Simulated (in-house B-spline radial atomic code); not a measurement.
# Ar⁷⁺: density, ELF and screening along the radius

How do the shells of Ar⁷⁺ show in real space, and how much do the settings move them?

Program: in-house B-spline radial atomic code version 1. Level of theory: several methods, spin-polarised, as named in each step; spherical all-electron atom at the radial basis limit. These are calculated values, not measurements, unless marked.

### Step 1. The atom as given

| Item | Value |
| --- | --- |
| element | argon (Z = 18) |
| charge | +7 |
| electrons | 11 |
| configuration | [He] 2s1 2p6 3s1 3p1 |
| nucleus | point (non-relativistic runs) or finite (X2C runs) |

The outer shells:

[He] 2s1 2p6 3s1 3p1
```
[He] core
2s [↑ ]
2p [↑↓][↑↓][↑↓]
3s [↑ ]
3p [↑ ][  ][  ]
```

Where spins are not typed, each open shell is filled with up spins first.

### Step 2. PBE, non-rel., [He] 2s1 2p6 3s1 3p1

Input settings:

```ini
Z = 18
electrons = 11.0
configuration = [He] 2s1 2p6 3s1 3p1
hamiltonian = nr
method = pbe,pbe
spin_polarised = True
```

Started as:

```sh
$ python run_scf.py task.json out
```

The settings of every run stand in task.json; they run in order.

### Step 3. LDA (VWN5), non-rel., [He] 2s1 2p6 3s1 4p1

Input settings:

```ini
Z = 18
electrons = 11.0
configuration = [He] 2s1 2p6 3s1 4p1
hamiltonian = nr
method = lda,vwn
spin_polarised = True
```

How large is the system in each run, where do the shell borders lie, and what is the highest level?

As calculated:

| run | total energy (hartree) | highest level (eV) | radius holding 50 / 90 / 99 % (bohr) | radius at n = 0.001 (bohr) | ELF minima on the full grid (bohr) |
| --- | --- | --- | --- | --- | --- |
| PBE, non-rel., [He] 2s1 2p6 3s1 3p1 | -499.6531 | -126.62 | 0.336 / 1.07 / 1.82 | 2.31 | 0.15, 0.70 |
| LDA (VWN5), non-rel., [He] 2s1 2p6 3s1 4p1 | -495.8137 | -65.140 | 0.338 / 1.36 / 3.19 | 3.43 | 0.15, 0.82, 1.4 |

In the first run ELF has 2 minima on the grid, which mark the borders between shells. On the record's full grid the screened charge (r times the electrostatic potential) falls from 17.9 near the nucleus to 7.00 at 4.0 bohr; far out it tends to the net charge, 7. The radius that holds 99 % of the electrons runs from 1.82 bohr (PBE, non-rel., [He] 2s1 2p6 3s1 3p1) to 3.19 bohr (LDA (VWN5), non-rel., [He] 2s1 2p6 3s1 4p1). The grid is coarse (about 19 % a step), so the places of minima are rough.
